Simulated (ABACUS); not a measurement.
# Ba2Tl5V3O12 (R-3m) in ABACUS: further runs

The runs below take Ba2Tl5V3O12 through single point, with PBE.

All numbers are computed with ABACUS 3.10.1; they aren't measurements. Logs are shortened: lines on timing, memory, paths and dates and some standing lists are left out, and cuts for length are marked.

### 1 The structure

Symmetry: R-3m, No. 166, trigonal system. The conventional cell has a = 8.474 Å, b = 8.474 Å, c = 18.385 Å, α = 90.00°, β = 90.00°, γ = 120.00°. Ba (site symmetry -3m) has 12 O at 3.23 Å as nearest neighbours. Around Ba (site symmetry -3m) lie 12 O at 3.22 Å. V (site symmetry 2/m) is surrounded by 4 O at 1.82 Å. Tl (site symmetry 2/m) is surrounded by 4 O at 2.36 Å. Around Tl (site symmetry 3m) lie 3 V at 2.80 Å and 6 O at 2.84 Å and 3 Tl at 2.98 Å. Around O (site symmetry 1) lie 1 V at 1.82 Å.

The cell was built by a generator and needn't be a form met in nature.

### 2 Single point, PBE, collinear spin, ferromagnetic start

Input file INPUT:

```
INPUT_PARAMETERS
suffix              Ba2Tl5V3O12
calculation         scf
basis_type          lcao
pseudo_dir          ./
orbital_dir         ./
symmetry            1
dft_functional      pbe
ecutwfc             100
pseudo_rcut         7
nspin               2
nbands              121
ks_solver           genelpa
smearing_method     fd
smearing_sigma      0.00367493
scf_thr             1e-07
scf_nmax            100
mixing_type         broyden
mixing_beta         0.4
cal_force           1
cal_stress          1
out_mul             1
```

Input file STRU:

```
ATOMIC_SPECIES
Ba 137.3270 Ba.upf
V 50.9415 V.upf
Tl 204.3800 Tl.upf
O 15.9990 O.upf

NUMERICAL_ORBITAL
Ba_confined-atom_9au_3s2p2d.orb
V_confined-atom_7au_3s2p2d1f.orb
Tl_confined-atom_8au_2s2p2d.orb
O_confined-atom_6au_2s2p1d.orb

LATTICE_CONSTANT
1.8897261246

LATTICE_VECTORS
4.2369800000 2.4462200000 6.1284000000
-4.2369800000 2.4462200000 6.1284000000
0.0000000000 -4.8924400000 6.1284000000

ATOMIC_POSITIONS
Direct

Ba
0.0
2
0.5000000000 0.5000000000 0.5000000000 1 1 1 mag 0
0.0000000000 0.0000000000 0.0000000000 1 1 1 mag 0

V
0.0
3
0.5000000000 0.5000000000 0.0000000000 1 1 1 mag 2
0.0000000000 0.5000000000 0.5000000000 1 1 1 mag 2
0.5000000000 0.0000000000 0.5000000000 1 1 1 mag 2

Tl
0.0
5
0.0000000000 0.0000000000 0.5000000000 1 1 1 mag 0
0.5000000000 0.0000000000 0.0000000000 1 1 1 mag 0
0.0000000000 0.5000000000 0.0000000000 1 1 1 mag 0
0.7404500000 0.7404500000 0.7404500000 1 1 1 mag 0
0.2595500000 0.2595500000 0.2595500000 1 1 1 mag 0

O
0.0
12
0.7165200000 0.0808900000 0.4124200000 1 1 1 mag 0
0.4124200000 0.7165200000 0.0808900000 1 1 1 mag 0
0.0808900000 0.4124200000 0.7165200000 1 1 1 mag 0
0.5875700000 0.9191100000 0.2834800000 1 1 1 mag 0
0.9191100000 0.2834800000 0.5875700000 1 1 1 mag 0
0.2834800000 0.5875700000 0.9191100000 1 1 1 mag 0
0.2834800000 0.9191100000 0.5875700000 1 1 1 mag 0
0.5875700000 0.2834800000 0.9191100000 1 1 1 mag 0
0.9191100000 0.5875700000 0.2834800000 1 1 1 mag 0
0.4124200000 0.0808900000 0.7165200000 1 1 1 mag 0
0.0808900000 0.7165200000 0.4124200000 1 1 1 mag 0
0.7165200000 0.4124200000 0.0808900000 1 1 1 mag 0
```

Input file KPT:

```
K_POINTS
0
Gamma
3 3 3 0 0 0
```

Potentials or basis: PseudoDojo NC SR 0.4.1 PBE standard, DZP LCAO (the cutoffs set its grid).

Run with:

```sh
> OMP_NUM_THREADS=1 mpirun -np 8 abacus > log
```

running log:

```text
ABACUS v3.10.1

               Atomic-orbital Based Ab-initio Computation at UStc

 ------------------------------------------------------------------------------------

 READING GENERAL INFORMATION
                           global_out_dir = OUT.Ba2Tl5V3O12/
                           global_in_card = INPUT
                               pseudo_dir = ./
                              orbital_dir = ./
                                    DSIZE = 8
                                    GSIZE = 1

 READING UNITCELL INFORMATION
                                    ntype = 4
                  lattice constant (Bohr) = 1.88973
              lattice constant (Angstrom) = 1

 READING ATOM TYPE 1
                               atom label = Ba
                      L=0, number of zeta = 3
                      L=1, number of zeta = 2
                      L=2, number of zeta = 2
             number of atom for this type = 2
               magnetization of element 1 = 0

 READING ATOM TYPE 2
                               atom label = V
                      L=0, number of zeta = 3
                      L=1, number of zeta = 2
                      L=2, number of zeta = 2
                      L=3, number of zeta = 1
             number of atom for this type = 3
               magnetization of element 2 = 2

 READING ATOM TYPE 3
                               atom label = Tl
                      L=0, number of zeta = 2
                      L=1, number of zeta = 2
                      L=2, number of zeta = 2
             number of atom for this type = 5
               magnetization of element 3 = 0

 READING ATOM TYPE 4
                               atom label = O
                      L=0, number of zeta = 2
                      L=1, number of zeta = 2
                      L=2, number of zeta = 1
             number of atom for this type = 12
               magnetization of element 4 = 0

                        TOTAL ATOM NUMBER = 22
DIRECT COORDINATES
    atom                   x                   y                   z     mag                  vx                  vy                  vz
taud_Ba1            0.5000000000        0.5000000000        0.5000000000  0.0000        0.0000000000        0.0000000000        0.0000000000
taud_Ba2            0.0000000000        0.0000000000        0.0000000000  0.0000        0.0000000000        0.0000000000        0.0000000000
taud_V1            0.5000000000        0.5000000000        0.0000000000  2.0000        0.0000000000        0.0000000000        0.0000000000
taud_V2            0.0000000000        0.5000000000        0.5000000000  2.0000        0.0000000000        0.0000000000        0.0000000000
taud_V3            0.5000000000        0.0000000000        0.5000000000  2.0000        0.0000000000        0.0000000000        0.0000000000
taud_Tl1            0.0000000000        0.0000000000        0.5000000000  0.0000        0.0000000000        0.0000000000        0.0000000000
taud_Tl2            0.5000000000        0.0000000000        0.0000000000  0.0000        0.0000000000        0.0000000000        0.0000000000
taud_Tl3            0.0000000000        0.5000000000        0.0000000000  0.0000        0.0000000000        0.0000000000        0.0000000000
taud_Tl4            0.7404500000        0.7404500000        0.7404500000  0.0000        0.0000000000        0.0000000000        0.0000000000
taud_Tl5            0.2595500000        0.2595500000        0.2595500000  0.0000        0.0000000000        0.0000000000        0.0000000000
taud_O1            0.7165200000        0.0808900000        0.4124200000  0.0000        0.0000000000        0.0000000000        0.0000000000
taud_O2            0.4124200000        0.7165200000        0.0808900000  0.0000        0.0000000000        0.0000000000        0.0000000000
taud_O3            0.0808900000        0.4124200000        0.7165200000  0.0000        0.0000000000        0.0000000000        0.0000000000
[... 34 lines left out ...]

 SETUP EXTENDED REAL SPACE GRID FOR GRID INTEGRATION
                          real space grid = [ 96, 96, 96 ]
                 big cell numbers in grid = [ 24, 24, 24 ]
             meshcell numbers in big cell = [ 4, 4, 4 ]
                        extended fft grid = [ 17, 17, 17 ]
                dimension of extened grid = [ 59, 59, 59 ]
                            UnitCellTotal = 27
              Atom number in sub-FFT-grid = 22
    Local orbitals number in sub-FFT-grid = 362
                                ParaV.nnr = 116283

                                 init_chg = atomic

 LCAO ALGORITHM --------------- ION=   1  ELEC=   1--------------------------------
          total magnetism (Bohr mag/cell) = 0.08659
       absolute magnetism (Bohr mag/cell) = 1.72926
                        nelec for spin up = 98.0433
                      nelec for spin down = 97.9567
[... 346 lines left out ...]
 Density error is 6.34296567967e-08
----------------------------------------------------------
     Energy           Rydberg                 eV
----------------------------------------------------------
 E_KohnSham     -1560.1534502569     -21226.9766778536
 E_KS(sigma->0) -1560.1512287853     -21226.9464531822
 E_Harris       -1560.1534587587     -21226.9767935269
 E_band         -67.1446940190       -913.5504291253
 E_one_elec     -633.4172522413      -8618.0838419856
 E_Hartree      435.4647715278       5924.8021710467
 E_xc           -386.6567685104      -5260.7352220086
 E_Ewald        -975.5397580898      -13272.8993355634
 E_entropy(-TS) -0.0044429432        -0.0604493427
 E_descf        0.0000000000         0.0000000000
 E_exx          0.0000000000         0.0000000000
 E_Fermi        0.6156715198         8.3766407659
----------------------------------------------------------

 charge density convergence is achieved
 final etot is -21226.976678 eV
 EFERMI = 8.3766407659 eV

 STATE ENERGY(eV) AND OCCUPATIONS    NSPIN == 2
SPIN UP :
 1/14 kpoint (Cartesian) = 0.0000 0.0000 0.0000 (5430 pws)
       1       -56.3413      0.0370370
       2       -56.3413      0.0370370
       3       -56.3412      0.0370370
       4       -30.3140      0.0370370
       5       -30.3135      0.0370370
       6       -30.3135      0.0370370
[... 728 lines left out ...]
     120        13.6417    1.37305e-47
     121        13.7321    2.25268e-48

[... levels at 22 further k points ...]

-------------------------------------------------
 Total Magnetism (uB)
-------------------------------------------------
                        Ba1        -0.0074059666
                        Ba2         0.0028370096
                         V1        -0.4557504716
                         V2        -0.4557518564
                         V3        -0.4557518567
                        Tl1        -0.0028845044
[... 18 lines left out ...]
 correction force for each atom along direction 1 is 6.74074e-15
 correction force for each atom along direction 2 is 1.12991e-11
 correction force for each atom along direction 3 is 8.79357e-08
------------------------------------------------------------------------------------------
 TOTAL-FORCE (eV/Angstrom)
------------------------------------------------------------------------------------------
                       Ba1         0.0000000000         0.0000000000         0.0000291527
                       Ba2         0.0000000000         0.0000000000        -0.0000006195
                        V1         0.0000000000        -0.0000739006        -0.0000479645
                        V2         0.0000640026         0.0000369468        -0.0000479462
                        V3        -0.0000640026         0.0000369468        -0.0000479462
                       Tl1         0.0000000000        -0.0000143804        -0.0001224055
[... 11 lines left out ...]
                        O8         0.0484994428         0.1275965811         0.0737259531
                        O9        -0.1347696635        -0.0217745525         0.0737089314
                       O10        -0.1344316263         0.0219522324        -0.0736264138
                       O11         0.0862354269         0.1054368998        -0.0736413803
                       O12         0.0481764657        -0.1273926433        -0.0736435158
------------------------------------------------------------------------------------------

----------------------------------------------------------------
 TOTAL-STRESS (KBAR)
----------------------------------------------------------------
        10.0533565374         0.0000000244        -0.0000000097
         0.0000000244        10.0537016193         0.0000542111
        -0.0000000097         0.0000542111        19.3988856709
----------------------------------------------------------------
 TOTAL-PRESSURE: 13.168648 KBAR

 --------------------------------------------
 !FINAL_ETOT_IS -21226.9766778535558842 eV
 --------------------------------------------
```

Run time: 1.8 min. Hardware: 8 MPI ranks of Intel Xeon Platinum 8375C at 2.90GHz (Ice Lake), shared host; peak memory 2.7 GiB.

Results:

```yaml
Free_energy: -21226.9767 eV
Pressure: 1.3 GPa
Largest_force: 0.155 eV/Å
Band_gap_on_the_k_mesh: none (metal or under the smearing width)
Net_moment: -1.17 μB per cell
Absolute_moment: 1.69 μB per cell
Site_moments: Ba -0.01, +0.00; V -0.46; Tl -0.00, -0.05; O +0.03 μB
Mulliken_charges: Ba +1.26, +1.40; V +0.59; Tl +0.53, +0.39; O -0.57 e
```

Forces on the atoms (eV/Å):
```
Ba   0.000  0.000  0.000
Ba   0.000  0.000  0.000
V    0.000  0.000  0.000
V    0.000  0.000  0.000
V    0.000  0.000  0.000
Tl   0.000  0.000  0.000
Tl   0.000  0.000  0.000
Tl   0.000  0.000  0.000
Tl   0.000  0.000 -0.059
Tl   0.000  0.000  0.059
O   -0.086  0.105 -0.074
O   -0.048 -0.127 -0.074
O    0.134  0.022 -0.074
O    0.135 -0.022  0.074
O   -0.086 -0.106  0.074
O   -0.048  0.128  0.074
O    0.086 -0.106  0.074
O    0.048  0.128  0.074
O   -0.135 -0.022  0.074
O   -0.134  0.022 -0.074
O    0.086  0.105 -0.074
O    0.048 -0.127 -0.074
```

Caveat: the atomic orbitals were generated for these runs and aren't a published set; Mulliken charges move with the basis; this release of the barium file is off; the basis of atomic orbitals isn't converged, which shifts pressures, moduli and gaps; semilocal functionals often make such compounds metallic where correlation or magnetic order opens a gap, which also shifts bond lengths. Spin-orbit coupling is left out, which matters for the levels of Ba, Tl.

### 3 Single point, PBE, collinear spin, ferromagnetic start (cell strained by +0.03 along c)

INPUT is that of step 2.

Edit STRU of step 2 so:

```diff
@@ -16,5 +16,5 @@
 LATTICE_VECTORS
-4.2369800000 2.4462200000 6.1284000000
--4.2369800000 2.4462200000 6.1284000000
-0.0000000000 -4.8924400000 6.1284000000
+4.2369800000 2.3851429974 6.2049066721
+-4.2369800000 2.3851429974 6.2049066721
+0.0000000000 -5.0392132000 6.3122520000
```

KPT is that of step 2.

Potentials or basis: PseudoDojo NC SR 0.4.1 PBE standard, DZP LCAO (the cutoffs set its grid).

Run with:

```sh
> OMP_NUM_THREADS=1 mpirun -np 8 abacus > log
```

Wall time 2.1 min (8 MPI ranks of Intel Xeon Platinum 8375C at 2.90GHz (Ice Lake), shared host); peak memory 2.6 GiB.

The run converged. Its results:

```yaml
Free_energy: -21226.9158 eV
Pressure: -1.5 GPa
Largest_force: 0.704 eV/Å
Band_gap_on_the_k_mesh: none (metal or under the smearing width)
Net_moment: -1.05 μB per cell
Absolute_moment: 1.67 μB per cell
Site_moments: Ba -0.01, +0.00; V -0.46, -0.41, -0.45; Tl +0.00, -0.00, -0.04; O +0.03 μB
Mulliken_charges: Ba +1.24, +1.37; V +0.61, +0.62, +0.63; Tl +0.55, +0.49, +0.57, +0.38; O -0.57, -0.58, -0.56, -0.59 e
```

Forces in eV/Å, atoms in the order of the input:
```
Ba   0.000  0.000  0.000
Ba   0.000  0.000  0.000
V    0.000  0.000  0.000
V    0.000  0.000  0.000
V    0.000  0.000  0.000
Tl   0.000  0.000  0.000
Tl   0.000  0.000  0.000
Tl   0.000  0.000  0.000
Tl   0.000 -0.010 -0.035
Tl   0.000  0.010  0.035
O   -0.185 -0.054 -0.304
O    0.125 -0.070 -0.472
O   -0.250  0.370 -0.544
O   -0.249 -0.370  0.544
O   -0.185  0.054  0.304
O    0.124  0.070  0.472
O    0.185  0.054  0.304
O   -0.124  0.070  0.472
O    0.249 -0.370  0.544
O    0.250  0.370 -0.544
O    0.185 -0.054 -0.304
O   -0.125 -0.070 -0.472
```

Stress tensor (GPa, compression positive):
```
-1.00  0.00  0.00
 0.00 -1.19  1.18
 0.00  1.18 -2.37
```

Levels at points of the mesh, in eV from the Fermi level:
Spin up:
```tsv
k point	band 95	band 96	band 97	band 98	band 99	band 100
(0.00, 0.00, 0.00)	-0.77	-0.47	-0.46	-0.25	0.04	0.56
```
Spin down:
```csv
k point,band 94,band 95,band 96,band 97,band 98,band 99,band 100,band 101,band 102,band 103
"(0.00, 0.00, 0.00)",-1.04,-0.73,-0.51,-0.49,-0.22,-0.08,0.00,0.02,1.00,1.48
```

Caveat: the atomic orbitals were generated for these runs and aren't a published set; Mulliken charges move with the basis; this release of the barium file is off; the basis of atomic orbitals isn't converged, which shifts pressures, moduli and gaps; semilocal functionals often make such compounds metallic where correlation or magnetic order opens a gap, which also shifts bond lengths.

### 4 Single point, PBE, collinear spin, ferromagnetic start (cell strained by +0.06 along c)

INPUT is that of step 3.

Edit STRU of step 3 so:

```diff
@@ -16,5 +16,5 @@
 LATTICE_VECTORS
-4.2369800000 2.3851429974 6.2049066721
--4.2369800000 2.3851429974 6.2049066721
-0.0000000000 -5.0392132000 6.3122520000
+4.2369800000 2.3240659948 6.2814133441
+-4.2369800000 2.3240659948 6.2814133441
+0.0000000000 -5.1859864000 6.4961040000
```

KPT is that of step 3.

Run with:

```sh
> OMP_NUM_THREADS=1 mpirun -np 8 abacus > log
```

Run time: 2.2 min. Hardware: 8 MPI ranks of Intel Xeon Platinum 8375C at 2.90GHz (Ice Lake), shared host; peak memory 2.6 GiB.

The run converged. Its results:

* Free energy: -21226.5648 eV
* Pressure: -3.8 GPa
* Largest force: 1.233 eV/Å
* Band gap on the k mesh: none (metal or under the smearing width)
* Net moment: -0.89 μB per cell
* Absolute moment: 1.63 μB per cell
* Site moments: Ba -0.01, +0.00; V -0.46, -0.36, -0.40; Tl +0.00, -0.03; O +0.03, +0.04 μB
* Mulliken charges: Ba +1.22, +1.35; V +0.62, +0.65, +0.66; Tl +0.57, +0.49, +0.37; O -0.57, -0.58, -0.61, -0.55, -0.56 e

Forces on the atoms (eV/Å):
```
Ba   0.000  0.000  0.000
Ba   0.000  0.000  0.000
V    0.000  0.000  0.000
V    0.000  0.000  0.000
V    0.000  0.000  0.000
Tl   0.000  0.000  0.000
Tl   0.000  0.000  0.000
Tl   0.000  0.000  0.000
Tl   0.000 -0.018 -0.010
Tl   0.000  0.018  0.010
O   -0.298 -0.222 -0.535
O    0.273 -0.009 -0.840
O   -0.528  0.647 -0.907
O   -0.527 -0.647  0.907
O   -0.298  0.222  0.535
O    0.272  0.009  0.840
O    0.298  0.222  0.535
O   -0.272  0.009  0.840
O    0.527 -0.647  0.907
O    0.528  0.647 -0.907
O    0.298 -0.222 -0.535
O   -0.273 -0.009 -0.840
```

Stress tensor (GPa, compression positive):
```
-2.62  0.00  0.00
 0.00 -2.91  1.96
 0.00  1.96 -5.86
```

Levels at points of the mesh, in eV from the Fermi level:
Spin up:
```
           k point  band 94  band 95  band 96  band 97  band 98  band 99  band 100  band 101
(0.00, 0.00, 0.00)    -0.97    -0.66    -0.47    -0.46    -0.20     0.08      0.50      0.63
```
Spin down:
```csv
k point,band 94,band 95,band 96,band 97,band 98,band 99,band 100,band 101,band 102,band 103
"(0.00, 0.00, 0.00)",-0.91,-0.62,-0.49,-0.48,-0.17,-0.11,0.05,0.10,0.97,1.37
```

Caveat: the atomic orbitals were generated for these runs and aren't a published set; Mulliken charges move with the basis; this release of the barium file is off; the basis of atomic orbitals isn't converged, which shifts pressures, moduli and gaps; semilocal functionals often make such compounds metallic where correlation or magnetic order opens a gap, which also shifts bond lengths; forces of over 1 eV/Å show positions far from the minimum, so gaps and moduli don't describe the material at rest. The run has no spin-orbit coupling, so splittings on Ba, Tl are missing.

### 5 The runs side by side

| cell | gap on the mesh (eV) | pressure (GPa) | moment (μB) | largest force (eV/Å) |
| --- | --- | --- | --- | --- |
| as given | none | 1.3 | 1.17 | 0.16 |
| cell strained by +0.03 along c | none | -1.5 | 1.05 | 0.70 |
| cell strained by +0.06 along c | none | -3.8 | 0.89 | 1.23 |

Alike in all rows: task single point; level PBE; potentials or basis PseudoDojo NC SR 0.4.1 PBE standard, DZP LCAO (the cutoffs set its grid); spin collinear, ferromagnetic start; k mesh 3 × 3 × 3; cutoff (eV) 1361; smearing fermi-dirac 0.05 eV.

Caveats: the atomic orbitals were generated for these runs and aren't a published set; this release of the barium file is off; the basis of atomic orbitals isn't converged, which shifts pressures, moduli and gaps; semilocal functionals often make such compounds metallic where correlation or magnetic order opens a gap, which also shifts bond lengths; forces of over 1 eV/Å show positions far from the minimum, so gaps and moduli don't describe the material at rest (some runs).

Absolute energies hang on the potentials; compare differences alone.
